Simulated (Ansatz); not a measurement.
# CH7PSSi: the cost of one run

All numbers below are computed with Ansatz 0.2.0 (RKS PBE0/def2-SVP).

## 1. The starting structure

Bond lengths: C1–Si2 1.794 Å, Si2–P3 2.184 Å, Si2–S4 2.136 Å, C1–H5 1.091 Å, C1–H6 1.115 Å, C1–H7 1.129 Å, Si2–H8 1.440 Å, P3–H9 1.464 Å, P3–H10 1.413 Å, S4–H11 1.351 Å. Angles (14 of 16 angles, heavy atoms first): C1–Si2–P3 108.5°, C1–Si2–S4 109.7°, P3–Si2–S4 105.8°, C1–Si2–H8 112.7°, P3–Si2–H8 108.1°, S4–Si2–H8 111.6°, Si2–C1–H5 115.6°, Si2–C1–H6 114.8°, Si2–C1–H7 111.8°, Si2–P3–H9 99.3°, Si2–P3–H10 99.2°, Si2–S4–H11 95.5°, H5–C1–H6 107.9°, H5–C1–H7 103.3°.

Structure file:

```xyz
11

C    -0.5191    1.3210   -0.2085
Si   -0.4675   -0.4539    0.0450
P     1.4172   -0.9607    1.0243
S    -0.4278   -1.4506   -1.8433
H     0.2605    1.7270   -0.8550
H    -0.5366    1.9259    0.7278
H    -1.4737    1.6437   -0.7185
H    -1.5450   -0.9292    0.8739
H     1.4028    0.0368    2.0963
H     2.3021   -0.2189    0.2091
H    -0.3475   -2.6981   -1.3305
```

## 2. End point A

File input.yaml:

```yaml
crystal:
  periodic: [false, false, false]
  atoms:
    - { symbol: C, position_ang: [-0.5191, 1.321, -0.2085] }
    - { symbol: Si, position_ang: [-0.4675, -0.4539, 0.045] }
    - { symbol: P, position_ang: [1.4172, -0.9607, 1.0243] }
    - { symbol: S, position_ang: [-0.4278, -1.4506, -1.8433] }
    - { symbol: H, position_ang: [0.2605, 1.727, -0.855] }
    - { symbol: H, position_ang: [-0.5366, 1.9259, 0.7278] }
    - { symbol: H, position_ang: [-1.4737, 1.6437, -0.7185] }
    - { symbol: H, position_ang: [-1.545, -0.9292, 0.8739] }
    - { symbol: H, position_ang: [1.4028, 0.0368, 2.0963] }
    - { symbol: H, position_ang: [2.3021, -0.2189, 0.2091] }
    - { symbol: H, position_ang: [-0.3475, -2.6981, -1.3305] }
basis:
  gaussian: { orbitals: def2-SVP }
hamiltonian:
  xc: pbe0
relax:
  f_tol: 0.02
  max_steps: 50
```

Launch:

```sh
ansatz run input.yaml --threads 2 --pin off --max-ram 3072MiB --backend cpu --events-out ev --progress --plain --runs-dir out
```

Q: Estimate wall time and peak memory on 2 threads of Arm Neoverse V1, shared host.

About 32 s, with a peak of 0.22 GiB.
